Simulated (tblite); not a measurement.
# C5H9BrF2Si: the cost of one run

Computed with tblite 0.8.0 and PySCF 2.14.0, with density-fitted response routines of our own, on a single molecule in the gas phase. Atoms count from 0, in the outputs and in this text.

### 1 The molecule as given

18 atoms, charge 0, multiplicity 1; geometry from: force field or distance geometry start.

Bonds of the start (Å): F0–C1 1.35, C1–C2 1.53, C2–C3 1.51, C3–F4 1.38, C3–C5 1.51, C5–Si6 1.88, Si6–Br7 2.24, Si6–C8 1.87, C8–C1 1.53, C1–H9 1.12, C2–H10 1.11, C2–H11 1.11, C3–H12 1.11, C5–H13 1.12, C5–H14 1.11, Si6–H15 1.46, C8–H16 1.13, C8–H17 1.10.

### 2 Relaxing the molecule with GFN2-xTB

What the job is given:

```
{"job": {"kind": "relax", "xc": "GFN2-xTB", "basis": "xTB"}, "charge": 0, "multiplicity": 1}
F     -1.255300     1.808100    -1.739700
C     -0.564500     0.912900    -1.011200
C     -1.419300     0.085400    -0.053600
C     -0.820000    -1.300100    -0.049500
F     -0.506400    -1.653600    -1.341800
C      0.422200    -1.289900     0.813500
Si     1.592900     0.104200     0.362800
Br     3.052900     0.601900     1.988100
C      0.500100     1.546500    -0.106100
H      0.005600     0.171900    -1.621500
H     -2.476900     0.086200    -0.395400
H     -1.351900     0.450100     0.993700
H     -1.584200    -2.021900     0.305700
H      0.943700    -2.266200     0.665900
H      0.096300    -1.212400     1.867300
H      2.256700    -0.308800    -0.870900
H      0.030300     1.968100     0.826100
H      1.069000     2.323900    -0.645000
```

The run is started by

```console
> OMP_NUM_THREADS=1 python probes_run.py task.json out
```

One launch serves the whole session: the jobs run in the order shown.

Q: Estimate the wall time of this first job on 1 thread of Arm Neoverse N1, shared host.

About 1.4 s.
